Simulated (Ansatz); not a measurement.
# C₂H₇NSSi: up Jacob's ladder to CCSD(T)

One table from this session's results is given with a row withheld; the runs are named, their logs left out.

Method: functionals in def2-TZVPP, the program's frozen cores in correlated methods; program: Ansatz 0.2.0, Gaussian basis.

Levels to be run: LDA (SPW92), PBE-D4, revPBE-D4, BLYP-D4, r2SCAN-D4, B97M-V, PBE0-D4, B3LYP-D4, r2SCANh-D4, r2SCAN0-D4, HSE06-D4, BHLYP-D4, CAM-B3LYP-D4, LC-ωPBE, ωB97X-V, ωB97M-V, B2PLYP, PBE-QIDH; CCSD(T)/def2-SVP; CCSD(T)/def2-TZVPP; MP2/def2-QZVPP; extrapolation to the limit; RPA on PBE.

## The geometry

An earlier PBE0-D4 in a triple-zeta def2 set relaxation fixed the geometry.

SMILES `C=C(N)S[SiH3]`, 12 atoms, charge 0, spin multiplicity 1.

Atoms are counted from 1 here; the program's logs count them from 0.

Bond lengths: C1–C2 1.333 Å, C1–H6 1.080 Å, C1–H7 1.084 Å, C2–N3 1.388 Å, C2–S4 1.773 Å, N3–H8 1.010 Å, N3–H9 1.010 Å, S4–Si5 2.145 Å, Si5–H10 1.485 Å, Si5–H11 1.483 Å, Si5–H12 1.485 Å. Angles: C2–C1–H6 121.0°, C2–C1–H7 120.7°, H6–C1–H7 118.3°, C1–C2–N3 125.5°, C1–C2–S4 120.4°, N3–C2–S4 114.1°, C2–N3–H8 114.4°, C2–N3–H9 114.2°, H8–N3–H9 112.4°, C2–S4–Si5 99.1°, S4–Si5–H10 103.7°, S4–Si5–H11 110.7°, S4–Si5–H12 113.1°, H10–Si5–H11 110.6°, H10–Si5–H12 108.6°, H11–Si5–H12 109.9°.

The first run:

in.yaml

```yaml
crystal:
  periodic: [false, false, false]
  atoms:
    - {symbol: C, position_ang: [-1.586473, 0.741140, 1.224306]}
    - {symbol: C, position_ang: [-0.394495, 0.392655, 0.739578]}
    - {symbol: N, position_ang: [0.322294, -0.739468, 1.100003]}
    - {symbol: S, position_ang: [0.386095, 1.374106, -0.513328]}
    - {symbol: Si, position_ang: [0.966658, -0.192957, -1.857892]}
    - {symbol: H, position_ang: [-2.143548, 1.559335, 0.793287]}
    - {symbol: H, position_ang: [-2.026105, 0.200001, 2.054910]}
    - {symbol: H, position_ang: [1.312146, -0.584495, 1.223794]}
    - {symbol: H, position_ang: [-0.083740, -1.260862, 1.863509]}
    - {symbol: H, position_ang: [1.385760, 0.532667, -3.084132]}
    - {symbol: H, position_ang: [-0.179355, -1.087691, -2.147585]}
    - {symbol: H, position_ang: [2.117662, -0.989331, -1.362449]}
basis:
  gaussian: {orbitals: def2-TZVPP}
hamiltonian: {xc: lda}
output: {orbitals: {seedname: orbitals}}
```

Among the steps run: LDA; PBE-D4 (GGA); revPBE-D4 (GGA); BLYP-D4 (GGA); r2SCAN-D4 (meta-GGA); B97M-V (meta-GGA); PBE0-D4 (hybrid); B3LYP-D4 (hybrid); r2SCANh-D4 (hybrid); r2SCAN0-D4 (hybrid); HSE06-D4 (hybrid); BHLYP-D4 (hybrid); CAM-B3LYP-D4 (range-separated); LC-ωPBE (range-separated); ωB97X-V (range-separated); ωB97M-V (range-separated); B2PLYP (double hybrid); PBE-QIDH (double hybrid).

One table of the session follows, with a row left open; its other results are not shown here.

It belongs to the step «Frontier levels by functional». 

```
  functional  HOMO (eV)  gap (eV)
 LDA (SPW92)      -5.41      4.38
      PBE-D4      -5.25      4.45
   revPBE-D4      -5.19      4.48
     BLYP-D4      -5.10      4.44
   r2SCAN-D4      -5.45      4.92
      B97M-V      -5.53      4.95
     PBE0-D4      -6.36      6.46
    B3LYP-D4      -6.14      6.04
  r2SCANh-D4      -5.87      5.67
  r2SCAN0-D4      -6.49      6.78
    HSE06-D4      -5.96      5.69
    BHLYP-D4      -7.32      8.38
CAM-B3LYP-D4      -7.63      8.78
     LC-ωPBE      -8.96     11.24
     ωB97X-V          ?         ?
     ωB97M-V      -8.51     10.40
```

Q: Estimate the row for ωB97X-V from the others.

The run gave: HOMO (eV): -8.61; gap (eV): 10.78. In the column «HOMO (eV)» it lies between LC-ωPBE (-8.96) and ωB97M-V (-8.51).
